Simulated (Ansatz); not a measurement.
Born–Oppenheimer molecular dynamics of a periodic cell of 36 atoms, Be (start crystal Be, start structure hcp, volume 1.1 times the crystal's). It starts from a structure without forces on its atoms.

Level of theory: DFT PBE, scalar-relativistic, plane waves, PAW (Ansatz 0.2.0). Settings: accuracy low, cutoff 420 eV, k mesh 2x2x2, fermi-dirac smearing 0.17 eV, no spin polarisation.

```json
{
 "ensemble": "NVT, Langevin thermostat",
 "time step": "1 fs",
 "steps asked": "90",
 "set temperature": "2000 K",
 "friction": "0.02 /fs",
 "seed": "483797"
}
```

Frames 2 fs apart, positions in Å, forces in eV/Å.

Velocities at 50.0 fs (Å/ps):

```
Be -1.22 -29.24 -16.81
Be 39.36 11.36 -4.54
Be 18.95 -22.10 5.69
Be 0.36 1.04 15.72
Be -24.15 5.87 -13.57
Be -16.63 -16.49 -0.92
Be -7.57 10.76 23.86
Be -9.09 1.30 -2.03
Be -16.76 -11.73 11.58
Be -17.80 5.09 16.16
Be 4.29 2.79 -7.02
Be 1.45 17.48 3.72
Be -8.90 28.83 7.34
Be -9.18 16.68 -3.37
Be -6.83 6.74 0.56
Be -0.19 10.21 -5.49
Be -14.85 -3.52 -13.24
Be -14.42 -6.27 -7.00
Be 12.89 12.05 -9.15
Be 13.07 19.25 12.49
Be 19.26 9.92 -5.47
Be 8.60 5.84 19.40
Be 10.77 -12.52 5.62
Be -6.07 -3.54 -4.24
Be 11.58 1.49 -5.44
Be -7.78 14.70 5.67
Be 3.02 12.32 6.57
Be -1.28 -3.85 5.06
Be -7.02 -11.35 1.40
Be 9.00 21.89 0.04
Be -1.45 -6.15 14.58
Be 17.55 8.31 -2.58
Be -1.78 12.42 2.52
Be 24.80 -9.83 5.79
Be -8.74 -3.34 -2.03
Be -3.50 -14.33 -14.32
```

```xyz
36
Lattice="7.0918 0.0000 0.0000 -3.5459 6.1416 0.0000 0.0000 0.0000 7.4085" Properties=species:S:1:pos:R:3:forces:R:3 time_fs=50.0 energy_less_start_eV=5.983 T=1600
Be -0.226 0.158 0.158 0.39 -0.34 -0.73
Be -0.007 1.680 1.855 0.37 -1.14 -0.31
Be 0.154 0.015 3.671 -0.81 0.61 0.10
Be -0.094 1.416 5.705 0.29 -0.81 -1.49
Be -1.208 2.045 -0.133 -0.42 0.36 1.16
Be -1.154 3.491 1.859 -0.48 0.14 -0.65
Be -1.254 2.094 3.467 -0.20 -0.13 1.60
Be -1.263 3.320 5.564 0.39 0.39 -0.67
Be -2.416 3.840 -0.143 0.09 1.02 1.02
Be -2.477 5.651 1.786 0.81 -0.73 0.45
Be -2.057 4.173 3.681 -1.46 -0.06 0.13
Be -2.811 5.440 5.513 1.18 -0.15 0.69
Be 2.344 -0.074 0.124 -0.47 0.52 -0.01
Be 2.279 1.392 1.976 -0.23 -0.66 -0.76
Be 2.349 -0.083 3.838 -0.03 1.12 -0.84
Be 2.476 1.661 5.731 -1.44 -1.41 -1.90
Be 1.247 2.010 -0.124 -0.68 0.03 1.59
Be 1.506 3.346 1.987 -0.95 0.56 -0.58
Be 1.080 2.211 3.700 0.23 -1.23 0.19
Be 1.023 3.224 5.523 0.46 1.45 0.53
Be -0.224 4.121 -0.121 0.89 -0.17 0.61
Be 0.200 5.232 1.810 -0.33 0.98 -0.13
Be 0.188 4.198 3.694 -0.91 -0.63 0.29
Be -0.442 5.521 5.687 1.32 -0.34 -0.77
Be 4.582 0.105 -0.182 0.25 -0.94 0.93
Be 4.710 1.237 1.824 0.06 0.17 -0.32
Be 4.597 -0.099 3.675 0.38 1.36 -0.38
Be 4.511 1.601 5.621 1.22 -0.71 -0.93
Be 3.450 1.778 -0.004 0.29 1.79 1.26
Be 3.512 3.751 1.996 1.85 -2.15 -0.64
Be 3.366 1.974 3.602 0.87 0.72 0.91
Be 3.471 3.514 5.652 -0.13 -0.81 -0.63
Be 2.434 4.091 0.052 -0.57 0.42 0.02
Be 2.591 5.404 2.019 -2.39 1.24 -0.67
Be 2.583 4.163 3.800 -1.06 0.18 0.43
Be 1.998 5.591 5.475 1.21 -0.66 0.48
36
Lattice="7.0918 0.0000 0.0000 -3.5459 6.1416 0.0000 0.0000 0.0000 7.4085" Properties=species:S:1:pos:R:3:forces:R:3 time_fs=52.0 energy_less_start_eV=6.201 T=1580
Be -0.229 0.105 0.128 0.40 0.01 -0.53
Be 0.067 1.704 1.842 -0.38 -1.22 -0.11
Be 0.192 -0.030 3.680 -1.14 0.79 0.08
Be -0.100 1.415 5.738 0.22 -0.69 -1.76
Be -1.261 2.058 -0.156 -0.09 0.13 1.49
Be -1.187 3.460 1.857 -0.28 0.28 -0.70
Be -1.268 2.114 3.513 0.00 -0.29 1.19
Be -1.283 3.324 5.558 0.52 0.46 -0.52
Be -2.456 3.823 -0.119 0.42 1.17 0.93
Be -2.510 5.666 1.822 1.36 -0.62 0.11
Be -2.047 4.182 3.675 -1.38 0.03 0.25
Be -2.806 5.477 5.523 1.31 -0.33 0.82
Be 2.325 -0.012 0.140 -0.38 0.04 -0.16
Be 2.259 1.423 1.968 0.01 -0.77 -0.66
Be 2.332 -0.065 3.840 0.13 1.09 -0.83
Be 2.472 1.688 5.716 -1.43 -1.41 -1.72
Be 1.209 2.012 -0.141 -0.31 0.11 1.67
Be 1.474 3.337 1.973 -0.58 0.94 -0.62
Be 1.106 2.235 3.687 0.25 -1.32 0.50
Be 1.049 3.262 5.552 0.30 1.21 0.25
Be -0.185 4.142 -0.137 0.55 -0.24 0.80
Be 0.221 5.243 1.845 -0.47 0.86 -0.33
Be 0.216 4.173 3.705 -1.03 -0.25 0.24
Be -0.452 5.513 5.671 1.30 -0.19 -0.55
Be 4.601 0.107 -0.186 0.17 -0.96 0.93
Be 4.698 1.267 1.834 0.14 0.12 -0.25
Be 4.606 -0.068 3.692 0.21 1.19 -0.50
Be 4.514 1.601 5.637 1.15 -0.72 -1.08
Be 3.441 1.757 -0.001 0.31 1.93 1.19
Be 3.531 3.784 1.996 1.70 -2.68 -0.60
Be 3.368 1.959 3.628 0.86 0.74 0.75
Be 3.507 3.532 5.639 -0.39 -0.81 -0.64
Be 2.428 4.119 0.058 -0.64 0.24 -0.09
Be 2.622 5.383 2.037 -2.99 1.73 -0.74
Be 2.564 4.157 3.797 -1.05 0.05 0.45
Be 1.995 5.568 5.446 1.23 -0.59 0.75
36
Lattice="7.0918 0.0000 0.0000 -3.5459 6.1416 0.0000 0.0000 0.0000 7.4085" Properties=species:S:1:pos:R:3:forces:R:3 time_fs=54.0 energy_less_start_eV=6.452 T=1562
Be -0.227 0.051 0.105 0.47 0.30 -0.34
Be 0.138 1.724 1.829 -1.14 -1.35 0.02
Be 0.220 -0.077 3.679 -1.47 0.92 0.24
Be -0.115 1.412 5.765 0.13 -0.57 -1.94
Be -1.319 2.060 -0.168 0.27 0.06 1.78
Be -1.217 3.440 1.844 -0.09 0.32 -0.62
Be -1.272 2.135 3.553 0.05 -0.39 0.83
Be -1.306 3.322 5.555 0.69 0.58 -0.34
Be -2.502 3.813 -0.092 0.71 1.24 0.77
Be -2.526 5.674 1.862 1.71 -0.53 -0.26
Be -2.037 4.197 3.680 -1.23 0.05 0.28
Be -2.790 5.513 5.534 1.37 -0.48 0.87
Be 2.307 0.055 0.158 -0.32 -0.48 -0.34
Be 2.242 1.456 1.948 0.34 -0.88 -0.47
Be 2.318 -0.043 3.843 0.24 1.09 -0.86
Be 2.466 1.712 5.697 -1.36 -1.45 -1.46
Be 1.162 2.026 -0.148 0.09 0.17 1.60
Be 1.444 3.329 1.962 -0.25 1.36 -0.65
Be 1.126 2.251 3.678 0.34 -1.44 0.74
Be 1.071 3.302 5.574 0.18 0.96 0.05
Be -0.147 4.152 -0.145 0.28 -0.23 0.92
Be 0.236 5.253 1.880 -0.55 0.77 -0.50
Be 0.243 4.136 3.712 -1.16 0.19 0.19
Be -0.459 5.495 5.646 1.29 -0.09 -0.26
Be 4.627 0.111 -0.176 0.03 -0.97 0.83
Be 4.681 1.299 1.834 0.19 0.08 -0.10
Be 4.619 -0.032 3.711 0.02 0.98 -0.63
Be 4.535 1.605 5.656 0.86 -0.80 -1.29
Be 3.434 1.751 0.001 0.38 2.02 1.06
Be 3.563 3.791 1.990 1.36 -2.85 -0.54
Be 3.377 1.951 3.653 0.81 0.71 0.57
Be 3.538 3.539 5.622 -0.56 -0.68 -0.61
Be 2.418 4.148 0.061 -0.73 0.02 -0.16
Be 2.630 5.360 2.057 -3.21 1.97 -0.88
Be 2.543 4.144 3.788 -0.99 -0.09 0.47
Be 1.997 5.545 5.418 1.24 -0.51 1.04
36
Lattice="7.0918 0.0000 0.0000 -3.5459 6.1416 0.0000 0.0000 0.0000 7.4085" Properties=species:S:1:pos:R:3:forces:R:3 time_fs=56.0 energy_less_start_eV=6.634 T=1618
Be -0.223 -0.011 0.084 0.56 0.61 -0.19
Be 0.208 1.742 1.820 -2.02 -1.60 0.10
Be 0.241 -0.108 3.673 -1.71 0.97 0.53
Be -0.133 1.405 5.775 0.08 -0.45 -1.92
Be -1.369 2.055 -0.175 0.62 0.12 2.04
Be -1.244 3.433 1.823 0.14 0.26 -0.45
Be -1.269 2.164 3.603 0.06 -0.50 0.43
Be -1.319 3.323 5.557 0.81 0.66 -0.17
Be -2.540 3.814 -0.064 0.95 1.26 0.59
Be -2.528 5.676 1.891 1.90 -0.48 -0.57
Be -2.036 4.208 3.689 -1.03 0.12 0.29
Be -2.765 5.546 5.556 1.35 -0.59 0.74
Be 2.297 0.127 0.176 -0.34 -1.02 -0.52
Be 2.226 1.493 1.921 0.83 -0.99 -0.24
Be 2.316 -0.017 3.845 0.22 1.03 -0.89
Be 2.454 1.723 5.671 -1.23 -1.48 -1.12
Be 1.121 2.045 -0.142 0.40 0.23 1.34
Be 1.407 3.319 1.944 0.06 1.90 -0.61
Be 1.145 2.250 3.665 0.42 -1.45 0.97
Be 1.089 3.348 5.594 0.13 0.65 -0.14
Be -0.100 4.155 -0.148 0.04 -0.17 1.01
Be 0.240 5.265 1.912 -0.58 0.71 -0.64
Be 0.263 4.103 3.719 -1.29 0.50 0.13
Be -0.463 5.472 5.617 1.31 -0.03 0.04
Be 4.651 0.114 -0.162 -0.11 -0.95 0.73
Be 4.661 1.338 1.837 0.22 0.01 0.05
Be 4.638 -0.005 3.725 -0.14 0.85 -0.75
Be 4.570 1.598 5.669 0.40 -0.84 -1.50
Be 3.420 1.762 0.008 0.58 2.09 0.81
Be 3.597 3.779 1.979 0.90 -2.74 -0.44
Be 3.389 1.950 3.686 0.76 0.65 0.32
Be 3.562 3.535 5.611 -0.65 -0.51 -0.59
Be 2.409 4.165 0.057 -0.83 -0.17 -0.19
Be 2.631 5.346 2.073 -3.15 1.92 -1.01
Be 2.523 4.123 3.778 -0.89 -0.16 0.44
Be 2.009 5.520 5.385 1.24 -0.40 1.37
36
Lattice="7.0918 0.0000 0.0000 -3.5459 6.1416 0.0000 0.0000 0.0000 7.4085" Properties=species:S:1:pos:R:3:forces:R:3 time_fs=58.0 energy_less_start_eV=6.921 T=1555
Be -0.207 -0.073 0.065 0.59 0.87 -0.05
Be 0.269 1.752 1.800 -2.91 -2.05 0.24
Be 0.266 -0.135 3.665 -1.96 1.00 0.89
Be -0.140 1.406 5.783 0.03 -0.39 -1.90
Be -1.405 2.050 -0.183 0.90 0.25 2.34
Be -1.262 3.430 1.801 0.38 0.20 -0.25
Be -1.269 2.187 3.649 0.04 -0.57 0.09
Be -1.330 3.340 5.565 0.94 0.63 -0.05
Be -2.573 3.818 -0.035 1.10 1.26 0.41
Be -2.522 5.666 1.917 2.02 -0.41 -0.87
Be -2.032 4.223 3.701 -0.83 0.12 0.27
Be -2.734 5.583 5.590 1.33 -0.69 0.47
Be 2.287 0.198 0.200 -0.39 -1.56 -0.71
Be 2.216 1.533 1.890 1.35 -1.06 0.01
Be 2.317 0.010 3.839 0.24 0.98 -0.85
Be 2.436 1.732 5.644 -1.06 -1.47 -0.77
Be 1.087 2.059 -0.128 0.67 0.37 0.96
Be 1.356 3.309 1.917 0.38 2.52 -0.51
Be 1.165 2.242 3.648 0.46 -1.42 1.13
Be 1.101 3.401 5.607 0.15 0.26 -0.25
Be -0.053 4.158 -0.156 -0.18 -0.08 1.13
Be 0.245 5.275 1.935 -0.59 0.65 -0.71
Be 0.282 4.067 3.729 -1.45 0.79 0.01
Be -0.458 5.455 5.590 1.33 0.03 0.25
Be 4.672 0.107 -0.147 -0.23 -0.83 0.65
Be 4.630 1.376 1.831 0.26 -0.07 0.21
Be 4.659 0.024 3.732 -0.24 0.71 -0.74
Be 4.608 1.589 5.681 -0.07 -0.90 -1.73
Be 3.405 1.785 0.017 0.80 2.12 0.49
Be 3.631 3.759 1.975 0.38 -2.47 -0.32
Be 3.409 1.962 3.720 0.71 0.56 0.07
Be 3.588 3.529 5.601 -0.75 -0.34 -0.56
Be 2.394 4.173 0.044 -0.88 -0.33 -0.16
Be 2.630 5.346 2.085 -2.96 1.72 -1.13
Be 2.499 4.100 3.764 -0.76 -0.18 0.40
Be 2.030 5.489 5.366 1.18 -0.21 1.52
36
Lattice="7.0918 0.0000 0.0000 -3.5459 6.1416 0.0000 0.0000 0.0000 7.4085" Properties=species:S:1:pos:R:3:forces:R:3 time_fs=60.0 energy_less_start_eV=7.072 T=1518
Be -0.180 -0.119 0.041 0.52 1.07 0.17
Be 0.309 1.740 1.779 -3.46 -2.42 0.42
Be 0.283 -0.151 3.655 -2.19 1.04 1.23
Be -0.141 1.411 5.786 -0.02 -0.30 -1.82
Be -1.425 2.045 -0.184 1.07 0.42 2.54
Be -1.279 3.426 1.774 0.67 0.19 -0.03
Be -1.278 2.196 3.684 0.04 -0.54 -0.14
Be -1.335 3.359 5.579 1.08 0.55 -0.01
Be -2.603 3.828 -0.007 1.27 1.25 0.24
Be -2.505 5.653 1.935 1.97 -0.38 -1.09
Be -2.034 4.247 3.719 -0.60 0.01 0.22
Be -2.694 5.635 5.626 1.34 -0.83 0.12
Be 2.278 0.256 0.222 -0.41 -1.96 -0.91
Be 2.219 1.567 1.853 1.65 -0.93 0.32
Be 2.302 0.043 3.827 0.40 0.96 -0.74
Be 2.419 1.735 5.627 -0.89 -1.41 -0.50
Be 1.064 2.073 -0.105 0.84 0.50 0.49
Be 1.297 3.311 1.900 0.60 2.81 -0.46
Be 1.189 2.221 3.627 0.39 -1.27 1.26
Be 1.109 3.456 5.620 0.20 -0.16 -0.35
Be -0.019 4.161 -0.165 -0.34 0.04 1.27
Be 0.251 5.282 1.948 -0.62 0.61 -0.76
Be 0.291 4.040 3.736 -1.57 0.88 -0.07
Be -0.442 5.447 5.557 1.32 0.08 0.39
Be 4.694 0.105 -0.128 -0.33 -0.74 0.58
Be 4.595 1.420 1.822 0.34 -0.20 0.38
Be 4.675 0.047 3.736 -0.23 0.60 -0.59
Be 4.645 1.576 5.688 -0.45 -0.93 -1.88
Be 3.396 1.816 0.039 0.95 2.10 0.07
Be 3.672 3.729 1.968 -0.23 -2.08 -0.11
Be 3.433 1.981 3.749 0.62 0.44 -0.11
Be 3.627 3.525 5.593 -0.95 -0.19 -0.55
Be 2.382 4.189 0.023 -0.92 -0.51 -0.06
Be 2.621 5.349 2.102 -2.57 1.48 -1.33
Be 2.469 4.082 3.749 -0.56 -0.22 0.41
Be 2.056 5.457 5.375 1.09 0.07 1.42
```

Of the whole run (90 fs, mean temperature of the second half 1542 K): The mean temperature of the second half is 23 % below the set value. A run of 0.09 ps of so small a system gives no equilibrium averages. Limits of this set-up: coarse k mesh, low accuracy level.

The run took 9.2 min on 1 thread of Arm Neoverse V2, with other jobs on the host, peak memory 0.65 GiB.
